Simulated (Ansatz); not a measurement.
**CH₈N₂Si: a ladder of functionals and wavefunction methods**

The task here is to estimate one member of a computed series from the others.

Method: functionals in def2-TZVPP, the program's frozen cores in correlated methods; program: Ansatz 0.2.0, Gaussian basis.

Levels to be run: LDA (SPW92), PBE-D4, revPBE-D4, BLYP-D4, r2SCAN-D4, B97M-V, PBE0-D4, B3LYP-D4, r2SCANh-D4, r2SCAN0-D4, HSE06-D4, BHLYP-D4, CAM-B3LYP-D4, LC-ωPBE, ωB97X-V, ωB97M-V, B2PLYP, PBE-QIDH; CCSD(T)/def2-SVP; CCSD(T)/def2-TZVPP; MP2/def2-QZVPP; extrapolation to the limit; RPA on PBE.

## The relaxed structure

All runs share one geometry, relaxed beforehand with PBE0-D4 in a triple-zeta def2 set.

SMILES `C[SiH](N)N`, 12 atoms, charge 0, spin multiplicity 1.

Atoms are counted from 1 here; the program's logs count them from 0.

Bond lengths: C1–Si2 1.868 Å, C1–H5 1.093 Å, C1–H6 1.093 Å, C1–H7 1.094 Å, Si2–N3 1.714 Å, Si2–N4 1.717 Å, Si2–H8 1.496 Å, N3–H9 1.007 Å, N3–H10 1.006 Å, N4–H11 1.006 Å, N4–H12 1.007 Å. Angles: Si2–C1–H5 111.2°, Si2–C1–H6 110.4°, Si2–C1–H7 111.4°, H5–C1–H6 108.1°, H5–C1–H7 108.1°, H6–C1–H7 107.5°, C1–Si2–N3 117.3°, C1–Si2–N4 105.8°, C1–Si2–H8 108.0°, N3–Si2–N4 106.7°, N3–Si2–H8 103.2°, N4–Si2–H8 116.3°, Si2–N3–H9 121.8°, Si2–N3–H10 120.8°, H9–N3–H10 112.1°, Si2–N4–H11 120.6°, Si2–N4–H12 120.3°, H11–N4–H12 111.5°.

Set-up of the first run:

Contents of in.yaml:

```yaml
crystal:
  periodic: [false, false, false]
  atoms:
    - {symbol: C, position_ang: [-0.816424, 1.260394, -0.464592]}
    - {symbol: Si, position_ang: [-0.142330, -0.286049, 0.337493]}
    - {symbol: N, position_ang: [1.339390, -0.148586, 1.187760]}
    - {symbol: N, position_ang: [0.123782, -1.399020, -0.942071]}
    - {symbol: H, position_ang: [-0.114417, 1.661929, -1.200250]}
    - {symbol: H, position_ang: [-0.998455, 2.031891, 0.287778]}
    - {symbol: H, position_ang: [-1.765553, 1.064870, -0.972760]}
    - {symbol: H, position_ang: [-1.106736, -0.713448, 1.397793]}
    - {symbol: H, position_ang: [2.189565, 0.134081, 0.728920]}
    - {symbol: H, position_ang: [1.351637, 0.061050, 2.171232]}
    - {symbol: H, position_ang: [-0.478307, -1.407198, -1.748490]}
    - {symbol: H, position_ang: [0.494848, -2.315015, -0.748913]}
basis:
  gaussian: {orbitals: def2-TZVPP}
hamiltonian: {xc: lda}
output: {orbitals: {seedname: orbitals}}
```

Steps of the session up to this table: LDA; PBE-D4 (GGA); revPBE-D4 (GGA); BLYP-D4 (GGA); r2SCAN-D4 (meta-GGA); B97M-V (meta-GGA); PBE0-D4 (hybrid); B3LYP-D4 (hybrid); r2SCANh-D4 (hybrid); r2SCAN0-D4 (hybrid); HSE06-D4 (hybrid); BHLYP-D4 (hybrid); CAM-B3LYP-D4 (range-separated); LC-ωPBE-D4 (range-separated; the results give it without D4); ωB97X-V (range-separated); ωB97M-V (range-separated); B2PLYP (double hybrid); PBE-QIDH (double hybrid).

One table of the session follows, with a row left open; its other results are not shown here.

It belongs to the step «Orbital energies across the functionals». 

| functional | HOMO (eV) | LUMO (eV) | gap (eV) |
| --- | --- | --- | --- |
| LDA (SPW92) | -5.75 | 0.14 | 5.89 |
| PBE-D4 | -5.63 | 0.24 | 5.87 |
| revPBE-D4 | -5.57 | 0.31 | 5.88 |
| BLYP-D4 | -5.52 | 0.21 | 5.73 |
| r2SCAN-D4 | -5.92 | 1.02 | 6.94 |
| B97M-V | -6.04 | 0.42 | 6.47 |
| PBE0-D4 | -7.02 | 1.06 | 8.08 |
| B3LYP-D4 | -6.80 | 0.70 | 7.50 |
| r2SCANh-D4 | -6.44 | 1.25 | 7.69 |
| r2SCAN0-D4 | -7.23 | 1.57 | 8.80 |
| HSE06-D4 | -6.62 | 0.69 | 7.31 |
| BHLYP-D4 | -8.36 | 1.64 | 9.99 |
| CAM-B3LYP-D4 | -8.45 | 1.80 | 10.25 |
| LC-ωPBE | -9.82 | 3.13 | 12.95 |
| ωB97X-V | -9.48 | 2.90 | 12.37 |
| ωB97M-V | ? | ? | ? |

Q: Estimate the row for ωB97M-V from the others.

**Answer.** HOMO (eV): -9.37; LUMO (eV): 2.43; gap (eV): 11.81. In the column «HOMO (eV)» it lies between ωB97X-V (-9.48) and CAM-B3LYP-D4 (-8.45).
